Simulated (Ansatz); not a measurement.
# VSCl3: one species, many methods

The task here is to estimate one member of a computed series from the others.

The runs use Ansatz 0.2.0, Gaussian basis; functionals in def2-TZVPP, the program's frozen cores in correlated methods.

Plan: LDA (SPW92), PBE-D4, revPBE-D4, BLYP-D4, r2SCAN-D4, B97M-V, PBE0-D4, B3LYP-D4, r2SCANh-D4, r2SCAN0-D4, HSE06-D4, BHLYP-D4, CAM-B3LYP-D4, LC-ωPBE, ωB97X-V, ωB97M-V, B2PLYP, PBE-QIDH; CCSD(T)/def2-SVP; CCSD(T)/def2-TZVPP; MP2/def2-QZVPP; extrapolation to the limit; RPA on PBE.

### The relaxed structure

The geometry comes from an earlier relaxation with PBE0-D4 in a triple-zeta def2 set; it is a stationary point.

SMILES `[S]=[V]([Cl])([Cl])[Cl]`, 5 atoms, charge 0, spin multiplicity 1.

Atoms are counted from 1 here; the program's logs count them from 0.

Bond lengths: S1–V2 1.976 Å, V2–Cl3 2.123 Å, V2–Cl4 2.123 Å, V2–Cl5 2.123 Å. Angles: S1–V2–Cl3 108.5°, S1–V2–Cl4 108.5°, S1–V2–Cl5 108.5°, Cl3–V2–Cl4 110.4°, Cl3–V2–Cl5 110.4°, Cl4–V2–Cl5 110.4°.

The first run:

in.yaml

```yaml
crystal:
  periodic: [false, false, false]
  atoms:
    - {symbol: S, position_ang: [-0.624209, -0.172056, 1.866007]}
    - {symbol: V, position_ang: [0.007014, -0.015463, 0.000590]}
    - {symbol: Cl, position_ang: [1.705037, -1.265288, -0.243819]}
    - {symbol: Cl, position_ang: [-1.557752, -0.631278, -1.294537]}
    - {symbol: Cl, position_ang: [0.519910, 2.010584, -0.369740]}
basis:
  gaussian: {orbitals: def2-TZVPP}
hamiltonian: {xc: lda}
output: {orbitals: {seedname: orbitals}}
```

The run is started by

```bash
$ ansatz run in.yaml --threads 4 --pin off --events-out ev --progress --plain --max-ram 10444MiB
```

Among the steps run: LDA; PBE-D4 (GGA); revPBE-D4 (GGA); BLYP-D4 (GGA); r2SCAN-D4 (meta-GGA); B97M-V (meta-GGA); B3LYP-D4 (hybrid); r2SCANh-D4 (hybrid); r2SCAN0-D4 (hybrid); HSE06-D4 (hybrid); BHLYP-D4 (hybrid); CAM-B3LYP-D4 (range-separated); LC-ωPBE (range-separated); ωB97X-V (range-separated); ωB97M-V (range-separated); B2PLYP (double hybrid); PBE-QIDH (double hybrid).

One of the session's tables, all rows but one given; the rest of the session is left out.

It belongs to the step «Frontier levels by functional». 

```
  functional  HOMO (eV)  LUMO (eV)  gap (eV)
 LDA (SPW92)      -7.52      -5.15      2.37
      PBE-D4      -7.37      -4.95      2.42
   revPBE-D4      -7.32      -4.88      2.44
     BLYP-D4          ?          ?         ?
   r2SCAN-D4      -7.70      -5.04      2.66
      B97M-V      -7.75      -5.05      2.71
     PBE0-D4      -8.61      -4.19      4.43
    B3LYP-D4      -8.34      -4.37      3.98
  r2SCANh-D4      -8.15      -4.72      3.43
  r2SCAN0-D4      -8.82      -4.21      4.61
    HSE06-D4      -8.22      -4.56      3.65
    BHLYP-D4      -9.67      -3.15      6.51
CAM-B3LYP-D4      -9.88      -3.13      6.74
     LC-ωPBE     -11.26      -2.19      9.07
     ωB97X-V     -10.89      -2.15      8.75
     ωB97M-V     -10.71      -2.05      8.66
```

**Question.** Estimate the row for BLYP-D4.

Worked estimate for «HOMO (eV)». Against the share of exact exchange, B3LYP-D4 (0.2, -8.34), BHLYP-D4 (0.5, -9.67) give a slope of -4.43 per unit share; at 0 the line stands at -7.45.

**Answer.** HOMO (eV): -7.18; LUMO (eV): -4.80; gap (eV): 2.38. In «HOMO (eV)» the line misses by -0.27.
